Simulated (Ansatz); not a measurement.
**BF₂HS: ionisation energy by level of theory**

The task here is to estimate one member of a computed series from the others.

Program: Ansatz 0.2.0, Gaussian basis. Level of theory: unrestricted cation, the program's frozen cores in correlated methods. These are calculated values, not measurements.

The runs, in order: UKS PBE-D4/def2-TZVPP; UKS r2SCAN-D4/def2-TZVPP; UKS PBE0-D4/def2-TZVPP; UKS B3LYP-D4/def2-TZVPP; UKS wB97X-V/def2-TZVPP; UKS wB97M-V/def2-TZVPP; UKS B2PLYP/def2-TZVPP; UHF-CCSD(T)/def2-TZVPP; UHF-CCSD(T)/def2-QZVPP; extrapolation to the limit; then −ε(HOMO) from the neutral's earlier runs with LDA (SPW92), PBE-D4, revPBE-D4, BLYP-D4, r2SCAN-D4, B97M-V, PBE0-D4, B3LYP-D4, r2SCANh-D4, r2SCAN0-D4, HSE06-D4, BHLYP-D4, CAM-B3LYP-D4, LC-ωPBE, ωB97X-V, ωB97M-V.

**The relaxed structure**

The geometry comes from an earlier relaxation with PBE0-D4 in a triple-zeta def2 set; it is a stationary point.

SMILES `FB(F)S`, 5 atoms, charge 0, spin multiplicity 1.

Atoms are counted from 1 here; the program's logs count them from 0.

Bond lengths: F1–B2 1.318 Å, B2–F3 1.319 Å, B2–S4 1.800 Å, S4–H5 1.342 Å. Angles: F1–B2–F3 118.2°, F1–B2–S4 119.2°, F3–B2–S4 122.6°, B2–S4–H5 94.6°.

The first run:

in.yaml

```yaml
crystal:
  periodic: [false, false, false]
  atoms:
    - {symbol: F, position_ang: [0.433765, -1.758072, 0.089134]}
    - {symbol: B, position_ang: [0.064015, -0.499780, 0.217682]}
    - {symbol: F, position_ang: [-0.413103, -0.105149, 1.382352]}
    - {symbol: S, position_ang: [0.226449, 0.610386, -1.190272]}
    - {symbol: H, position_ang: [-0.261326, 1.678915, -0.540296]}
basis:
  gaussian: {orbitals: def2-TZVPP}
total_charge: 1
magnetization: {spin_polarized: true, initial_magnetization: 1}
hamiltonian: {xc: pbe, dispersion: d4}
```

On the command line:

```sh
> ansatz run in.yaml --threads 2 --pin off --events-out ev --progress --plain --max-ram 22528MiB --backend cpu
```

Steps of the session up to this table: Cation, UKS PBE-D4/def2-TZVPP; Cation, UKS r2SCAN-D4/def2-TZVPP; Cation, UKS PBE0-D4/def2-TZVPP; Cation, UKS B3LYP-D4/def2-TZVPP; Cation, UKS wB97X-V/def2-TZVPP; Cation, UKS wB97M-V/def2-TZVPP; Cation, UKS B2PLYP (frozen core)/def2-TZVPP; Cation, UHF-CCSD(T)/def2-TZVPP; Cation, UHF-CCSD(T)/def2-QZVPP.

One of the session's tables, all rows but one given; the rest of the session is left out.

Orbital estimates, from the neutral's runs:

```
  functional  −ε(HOMO) (eV)
 LDA (SPW92)           7.31
      PBE-D4              ?
   revPBE-D4           7.10
     BLYP-D4           6.99
   r2SCAN-D4           7.47
      B97M-V           7.53
     PBE0-D4           8.44
    B3LYP-D4           8.18
  r2SCANh-D4           7.94
  r2SCAN0-D4           8.64
    HSE06-D4           8.04
    BHLYP-D4           9.56
CAM-B3LYP-D4           9.78
     LC-ωPBE          11.20
     ωB97X-V          10.81
     ωB97M-V          10.63
```

Estimate the missing values for PBE-D4.

The run gave: −ε(HOMO) (eV): 7.16. In the column «−ε(HOMO) (eV)» it lies between revPBE-D4 (7.10) and LDA (SPW92) (7.31).
